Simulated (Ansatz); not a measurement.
# HfB2: the cost of one run

Computed with Ansatz 0.2.0 (DFT PBE with spin–orbit coupling, plane waves, PAW, unless a step's input says otherwise).

2 further runs of the same task are left out: 2 set aside as unsound or not needed.

### 1 The starting structure

Symmetry: P6/mmm, No. 191, hexagonal system. Conventional cell: a = 3.164 Å, b = 3.164 Å, c = 3.426 Å, α = 90.00°, β = 90.00°, γ = 120.00°. Hf (site symmetry 6/mmm) is surrounded by 12 B at 2.50 Å. B (site symmetry -6m2) has 3 B at 1.83 Å and 6 Hf at 2.50 Å as nearest neighbours.

Structure file:

```
CELL_PARAMETERS angstrom
3.16448 0.00000 0.00000
-1.58224 2.74052 0.00000
0.00000 0.00000 3.42638
ATOMIC_POSITIONS crystal
Hf 0.00000 0.00000 0.00000
B 0.33333 0.66667 0.50000
B 0.66667 0.33333 0.50000
```

The cell is the measured one, not relaxed. An earlier run on this cell at PBE, without spin–orbit coupling gave 0.92 GPa at 9.905 Å³/atom (12×12×10 mesh), a metal on this mesh.

### 2 Spin-orbit coupling: bands, spin texture, Fermi surface

File input.yaml:

```yaml
crystal:
  lattice:
    - [3.16448151, 0.0, 0.0]
    - [-1.582240755, 2.7405213774, 0.0]
    - [0.0, 0.0, 3.4263805287]
  atoms:
    - { symbol: Hf, position: [0.0, 0.0, 0.0] }
    - { symbol: B, position: [0.3333333333, 0.6666666667, 0.5] }
    - { symbol: B, position: [0.6666666667, 0.3333333333, 0.5] }
basis:
  ecutwfc: 420
  ecutrho_ratio: 4
kpoints:
  mp_grid: { grid: [10, 10, 8] }
  band_path:
    path:
      - [[0.0, 0.0, 0.0], [0.5, 0.0, 0.0], [0.33333333, 0.33333333, 0.0], [0.0, 0.0, 0.0], [0.0, 0.0, 0.5], [0.5, 0.0, 0.5], [0.33333333, 0.33333333, 0.5], [0.0, 0.0, 0.5]]
      - [[0.5, 0.0, 0.5], [0.5, 0.0, 0.0]]
      - [[0.33333333, 0.33333333, 0.5], [0.33333333, 0.33333333, 0.0]]
    npoints: 10
hamiltonian:
  xc: pbe
scf:
  occupations: { method: gaussian, width: 0.05 }
output:
  forces: true
  stress: true
  eigenvalues: true
  populations: true
  eigenstates:
    nscf_kmesh: { grid: [16, 16, 12] }
    de_dk: true
    e_range: [-2.5, 2.5]
  write_density: true
  write_potential: true
  elf: true
  volumetric_format: npy
magnetization:
  noncollinear: true
  spin_orbit: true
```

The run is started by

```console
$ ansatz run input.yaml --threads 4 --pin off --max-ram 9216MiB --backend cpu --events-out ev --progress --plain --runs-dir out
```

**Question.** How long does this run take on 4 threads of Intel Xeon Platinum 8488C (Sapphire Rapids), shared host, and how much memory does it need?

About 12 s, with a peak of 0.68 GiB.
